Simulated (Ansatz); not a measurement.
# LiPb: one contact scaled

An exercise on one series of results from a longer session: the logs are not shown, and one member is left open.

Program: Ansatz 0.2.0. Level of theory: DFT PBEsol, with the methods named in each step. These are calculated values, not measurements.

2 further runs of the same task are left out: 2 that didn't finish. Runs told in other sessions of the task aren't counted.

## Starting point

The structure is cubic, space group Pm-3m (No. 221). The conventional cell has a = 3.522 Å, b = 3.522 Å, c = 3.522 Å, α = 90.00°, β = 90.00°, γ = 90.00°. Li (site symmetry m-3m) has 8 Pb at 3.05 Å in its first shell of neighbours. Pb (site symmetry m-3m) has 8 Li at 3.05 Å in its first shell of neighbours.

As a file:

```cif
data_structure
_symmetry_space_group_name_H-M 'Pm-3m'
_symmetry_Int_Tables_number 221
_cell_length_a 3.5220
_cell_length_b 3.5220
_cell_length_c 3.5220
_cell_angle_alpha 90.000
_cell_angle_beta 90.000
_cell_angle_gamma 90.000
_cell_volume 43.69
loop_
_atom_site_label
_atom_site_type_symbol
_atom_site_symmetry_multiplicity
_atom_site_Wyckoff_symbol
_atom_site_fract_x
_atom_site_fract_y
_atom_site_fract_z
_atom_site_occupancy
Li1 Li 1 b 0.50000 0.50000 0.50000 1
Pb1 Pb 1 a 0.00000 0.00000 0.00000 1
```

The file gives the conventional cell by its symmetry; the runs use the cell typed in the input.

Atoms are numbered in the order of the input: Li1, Pb2.

Set-up of the first run:

input.yaml

```yaml
crystal:
  lattice:
    - [3.522, 0.0, 0.0]
    - [0.0, 3.522, 0.0]
    - [0.0, 0.0, 3.522]
  atoms:
    - { symbol: Li, position: [0.5, 0.5, 0.5] }
    - { symbol: Pb, position: [0.0, 0.0, 0.0] }
kpoints:
  mp_grid: { grid: [9, 9, 9] }
scf:
  occupations: { method: fermi_dirac, width: 0.05 }
hamiltonian:
  xc: pbesol
  pseudopotentials: { kind: all_electron, lapw: { basis_error: 0.001 } }
output:
  forces: true
  stress: true
  eigenvalues: true
  populations: true
```

Launch:

```
$ ansatz run input.yaml --threads 1 --pin off --max-ram 2048MiB --backend cpu --events-out ev --progress --plain --runs-dir out
```

Among the steps run: The bond as given, LAPW; Shortest bond scaled by 1, norm-conserving; Shortest bond scaled by 1.1, LAPW; Shortest bond scaled by 0.94, LAPW; Shortest bond scaled by 0.76, LAPW; Shortest bond scaled by 0.58, LAPW; Shortest bond scaled by 0.58, norm-conserving.

One of the session's tables, all rows but one given; the rest of the session is left out.

| method | length (Å) | F from the given length (eV/cell) | force along the bond (eV/Å) | pressure (GPa) | largest force (eV/Å) |
| --- | --- | --- | --- | --- | --- |
| LAPW | 1.769 | 3.550 | 10.924 | 20.37 | 10.924 |
| LAPW | 2.318 | 0.589 | 2.156 | 3.61 | 2.156 |
| LAPW | 2.867 | 0.027 | 0.297 | -0.18 | 0.297 |
| LAPW | 3.050 | 0.000 | 0.000 | -0.36 | 0.000 |
| LAPW | 3.355 | 0.077 | -0.535 | 0.17 | 0.535 |
| PAW | 1.769 | ? | ? | ? | ? |
| PAW | 2.318 | 0.589 | 2.159 | 3.61 | 2.159 |
| PAW | 2.867 | 0.027 | 0.297 | -0.17 | 0.297 |
| PAW | 3.050 | 0.000 | 0.000 | -0.36 | 0.000 |
| PAW | 3.355 | 0.077 | -0.536 | 0.18 | 0.536 |
| PAW (source ansatz) | 1.769 | – | 10.935 | 20.41 | 10.935 |
| norm-conserving | 1.769 | 3.553 | 10.926 | 20.33 | 10.926 |
| norm-conserving | 3.050 | 0.000 | 0.000 | -0.39 | 0.000 |

Q: Estimate the row for PAW, 1.769 from the others.

The run gave: F from the given length (eV/cell): 3.565; force along the bond (eV/Å): 11.019; pressure (GPa): 20.55; largest force (eV/Å): 11.019.
